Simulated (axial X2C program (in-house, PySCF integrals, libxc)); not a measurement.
# TiB⁺: properties at the nuclei

Wanted for TiB⁺: properties at the nuclei, at the two-component level.

The runs use an in-house X2C program for linear molecules on PySCF integrals; two-component X2C with atomic mean-field terms, Ti dyall-cv3z, B dyall-v3z.

All values are calculated.

### Step 1. The job

task.json reads:

```json
{
 "zs": [
  22,
  5
 ],
 "q": 1,
 "bas": [
  "dyall-cv3z",
  "dyall-v3z"
 ],
 "r0": 2.21,
 "levels": [
  "PBE0",
  "HF",
  "r2SCAN",
  "TPSSh",
  "LDA"
 ],
 "nst": 3
}
```

Keys: zs atomic numbers; q charge; bas basis sets; r0 starting distance in Å; levels methods (HF also brings MP2); nst determinants followed.

On the command line:

```
python soeom.py task.json out
```

Nuclei are Gaussian, cores are contracted, and the Gaunt term is on.

### Step 2. Expectation values, lowest determinant

R = 2.077 Å. State: Ω = 4 (excess of +ω over −ω: ω = 3/2, ω = 5/2).

Output of the PBE0 run:

```text
two-component X2C + atomic mean field  PBE0
basis functions 158  fitting functions 918  grid points 5080
iter        total energy     max residual
   1       -877.817972401     1.69e-05
   2       -877.817972410     2.91e-05
   3       -877.817972420     8.91e-06
   4       -877.817972425     4.71e-06
   5       -877.817972428     1.52e-06
   6       -877.817972428     6.37e-07
converged
one-electron -1252.30005907  Coulomb 392.65329867  exact exchange -11.26620884  xc functional -34.73777363  nuclear repulsion 28.02575503  atomic mean-field constant -0.19298459
```

The highest occupied spinor is 100% Ti d.

| level | Eeff magnitude (GV/cm) | Ws magnitude Ti (kHz) | A∥/gI Ti (MHz) | qzz Ti (a.u.) | A∥/gI B (MHz) | qzz B (a.u.) |
| --- | --- | --- | --- | --- | --- | --- |
| PBE0 | 0.0674 | 0.00926 | 101 | -0.39 | 16.2 | -0.30 |
| HF | 0.188 | 0.0194 | 122 | -0.23 | 12.8 | -0.37 |
| r2SCAN | 0.00163 | 0.00223 | 93.1 | -0.39 | 18.5 | -0.27 |
| TPSSh | 0.039 | 0.00625 | 80.9 | -0.42 | 19.1 | -0.27 |
| LDA | 0.00488 | 0.0029 | 72.3 | -0.59 | 17.8 | -0.19 |

Eeff is the effective electric field on the electron dipole moment in this Ω state and Ws the scalar–pseudoscalar constant (defined with the proton number Z and per Ω); A∥ is the parallel hyperfine constant, which follows by multiplying with the nuclear g factor gI = μI/(I μN); qzz is the electric field gradient, eQq0 = 234.96 MHz × Q/barn × qzz. The operators were transformed with the bare-nucleus X2C matrices.

### Step 3. Expectation values, a higher determinant

R = 2.077 Å. State: Ω = 3 (excess of +ω over −ω: 2 × ω = -1/2, ω = 3/2, ω = 5/2), 0.46 eV above the lowest in the PBE0 search for states (made at or near this distance, with looser thresholds).

Output of the PBE0 run:

```text
two-component X2C + atomic mean field  PBE0
basis functions 158  fitting functions 918  grid points 5080
iter        total energy     max residual
   1       -877.801086524     3.40e-06
   2       -877.801086525     2.02e-06
converged
one-electron -1252.35108349  Coulomb 392.71280541  exact exchange -11.26471659  xc functional -34.73086230  nuclear repulsion 28.02575503  atomic mean-field constant -0.19298459
```

The highest occupied spinor is 68% B p, 19% Ti d, 5% Ti s.

| level | Eeff magnitude (GV/cm) | Ws magnitude Ti (kHz) | A∥/gI Ti (MHz) | qzz Ti (a.u.) | A∥/gI B (MHz) | qzz B (a.u.) |
| --- | --- | --- | --- | --- | --- | --- |
| PBE0 | 0.144 | 0.0161 | -29.6 | -0.41 | -43.2 | -0.39 |
| HF | 0.225 | 0.0275 | -35 | -0.32 | -60.8 | -0.48 |
| r2SCAN | 0.123 | 0.0136 | -1.13 | -0.36 | -45.1 | -0.35 |
| TPSSh | 0.142 | 0.016 | -29.5 | -0.43 | -44.2 | -0.36 |
| LDA | 0.0764 | 0.00693 | -3.19 | -0.53 | -43.4 | -0.29 |

### Step 4. Expectation values, a higher determinant

R = 2.077 Å. State: Ω = 2 (excess of +ω over −ω: ω = 1/2, ω = 3/2), 0.46 eV above the lowest in the PBE0 search for states (made at or near this distance, with looser thresholds).

Output of the PBE0 run:

```text
two-component X2C + atomic mean field  PBE0
basis functions 158  fitting functions 918  grid points 5080
iter        total energy     max residual
   1       -877.800951806     9.51e-06
   2       -877.800951812     7.81e-06
   3       -877.800951813     7.18e-06
converged
one-electron -1250.99737219  Coulomb 391.27723124  exact exchange -11.24440864  xc functional -34.66917265  nuclear repulsion 28.02575503  atomic mean-field constant -0.19298459
```

The highest occupied spinor is 42% Ti s, 28% B p, 26% Ti d.

| level | Eeff magnitude (GV/cm) | Ws magnitude Ti (kHz) | A∥/gI Ti (MHz) | qzz Ti (a.u.) | A∥/gI B (MHz) | qzz B (a.u.) |
| --- | --- | --- | --- | --- | --- | --- |
| PBE0 | 0.103 | 0.025 | 483 | -2.06 | 38.3 | -0.35 |
| HF | 0.0856 | 0.00806 | 457 | -2.35 | 35.3 | -0.61 |
| r2SCAN | 0.00153 | 0.00521 | 516 | -2.06 | 46.3 | -0.33 |
| TPSSh | 0.0783 | 0.0197 | 465 | -2.05 | 45.5 | -0.34 |
| LDA | 0.00651 | 0.0057 | 545 | -2.06 | 52.3 | -0.29 |

### Step 5. What came out

```
                                        quantity                                                         value
                              lowest determinant                Ω = 4 (excess of +ω over −ω: ω = 3/2, ω = 5/2)
                    Eeff magnitude (GV/cm), PBE0                                                        0.0674
                     Ws magnitude Ti (kHz), PBE0                                                       0.00926
                            A∥/gI Ti (MHz), PBE0                                                           101
                             qzz Ti (a.u.), PBE0                                                         -0.39
                              higher determinant  Ω = 3 (excess of +ω over −ω: 2 × ω = -1/2, ω = 3/2, ω = 5/2)
Eeff magnitude (GV/cm), PBE0, higher determinant                                                         0.144
 Ws magnitude Ti (kHz), PBE0, higher determinant                                                        0.0161
        A∥/gI Ti (MHz), PBE0, higher determinant                                                         -29.6
         qzz Ti (a.u.), PBE0, higher determinant                                                         -0.41
                              higher determinant                Ω = 2 (excess of +ω over −ω: ω = 1/2, ω = 3/2)
Eeff magnitude (GV/cm), PBE0, higher determinant                                                         0.103
 Ws magnitude Ti (kHz), PBE0, higher determinant                                                         0.025
        A∥/gI Ti (MHz), PBE0, higher determinant                                                           483
         qzz Ti (a.u.), PBE0, higher determinant                                                         -2.06
```

What this shows: In the first state, the effective field runs from 0.00163 to 0.188 GV/cm over the mean-field levels, so the levels don't agree on it. The expectation values come from single determinants, which for open shells can mix terms of unlike spin or miss the lowest Ω, so a determinant need not be a state. Eeff is the effective electric field on the electron dipole moment in this Ω state and Ws the scalar–pseudoscalar constant (defined with the proton number Z and per Ω); A∥ is the parallel hyperfine constant, which follows by multiplying with the nuclear g factor gI = μI/(I μN); qzz is the electric field gradient, eQq0 = 234.96 MHz × Q/barn × qzz. The operators were transformed with the bare-nucleus X2C matrices.
